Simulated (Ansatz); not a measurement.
# SiBrF₂ radical: a ladder of functionals and wavefunction methods

The task here is to estimate one member of a computed series from the others.

Computed with Ansatz 0.2.0, Gaussian basis. Level: functionals in def2-TZVPP, the program's frozen cores in correlated methods.

The runs, in order: LDA (SPW92), PBE-D4, revPBE-D4, BLYP-D4, r2SCAN-D4, B97M-V, PBE0-D4, B3LYP-D4, r2SCANh-D4, r2SCAN0-D4, HSE06-D4, BHLYP-D4, CAM-B3LYP-D4, LC-ωPBE, ωB97X-V, ωB97M-V, B2PLYP, PBE-QIDH; CCSD(T)/def2-SVP; CCSD(T)/def2-TZVPP; MP2/def2-QZVPP; extrapolation to the limit; RPA on PBE.

### The relaxed structure

An earlier PBE0-D4 in a triple-zeta def2 set relaxation fixed the geometry.

SMILES `F[Si](F)Br`, 4 atoms, charge 0, spin multiplicity 2.

Atoms are counted from 1 here; the program's logs count them from 0.

Bond lengths: F1–Si2 1.586 Å, Si2–F3 1.586 Å, Si2–Br4 2.206 Å. Angles: F1–Si2–F3 106.6°, F1–Si2–Br4 109.2°, F3–Si2–Br4 109.2°.

Set-up of the first run:

File in.yaml:

```yaml
crystal:
  periodic: [false, false, false]
  atoms:
    - {symbol: F, position_ang: [1.361897, 0.144616, 0.763555]}
    - {symbol: Si, position_ang: [0.249170, -0.376864, -0.238523]}
    - {symbol: F, position_ang: [-0.805103, -1.179840, 0.632109]}
    - {symbol: Br, position_ang: [-0.750364, 1.351689, -1.177441]}
basis:
  gaussian: {orbitals: def2-TZVPP}
magnetization: {spin_polarized: true, initial_magnetization: 1}
hamiltonian: {xc: lda}
output: {orbitals: {seedname: orbitals}}
```

Launch:

```console
> ansatz run in.yaml --threads 4 --pin off --events-out ev --progress --plain --max-ram 10444MiB
```

Steps of the session up to this table: LDA; PBE-D4 (GGA); revPBE-D4 (GGA); BLYP-D4 (GGA); r2SCAN-D4 (meta-GGA); B97M-V (meta-GGA); PBE0-D4 (hybrid); B3LYP-D4 (hybrid); r2SCANh-D4 (hybrid); r2SCAN0-D4 (hybrid); HSE06-D4 (hybrid); BHLYP-D4 (hybrid); CAM-B3LYP-D4 (range-separated); LC-ωPBE (range-separated); ωB97X-V (range-separated); ωB97M-V (range-separated); B2PLYP (double hybrid); PBE-QIDH (double hybrid).

One table of the session follows, with a row left open; its other results are not shown here.

It belongs to the step «Orbital energies across the functionals». 

| functional | HOMO (eV) | LUMO (eV) | gap (eV) |
| --- | --- | --- | --- |
| LDA (SPW92) | ? | ? | ? |
| PBE-D4 | -6.13 | -4.34 | 1.79 |
| revPBE-D4 | -6.10 | -4.16 | 1.94 |
| BLYP-D4 | -5.94 | -4.41 | 1.53 |
| r2SCAN-D4 | -6.55 | -3.83 | 2.72 |
| B97M-V | -6.21 | -4.49 | 1.72 |
| PBE0-D4 | -7.43 | -3.44 | 3.99 |
| B3LYP-D4 | -7.13 | -3.88 | 3.26 |
| r2SCANh-D4 | -7.02 | -3.55 | 3.47 |
| r2SCAN0-D4 | -7.72 | -3.12 | 4.60 |
| HSE06-D4 | -7.03 | -3.82 | 3.21 |
| BHLYP-D4 | -8.54 | -2.69 | 5.85 |
| CAM-B3LYP-D4 | -8.69 | -2.61 | 6.08 |
| LC-ωPBE | -10.10 | -1.07 | 9.03 |
| ωB97X-V | -9.58 | -1.68 | 7.90 |
| ωB97M-V | -9.19 | -1.84 | 7.35 |

Q: Estimate the row for LDA (SPW92) from the others.

As computed: HOMO (eV): -6.16; LUMO (eV): -4.84; gap (eV): 1.32. In the column «HOMO (eV)» it lies between B97M-V (-6.21) and PBE-D4 (-6.13).
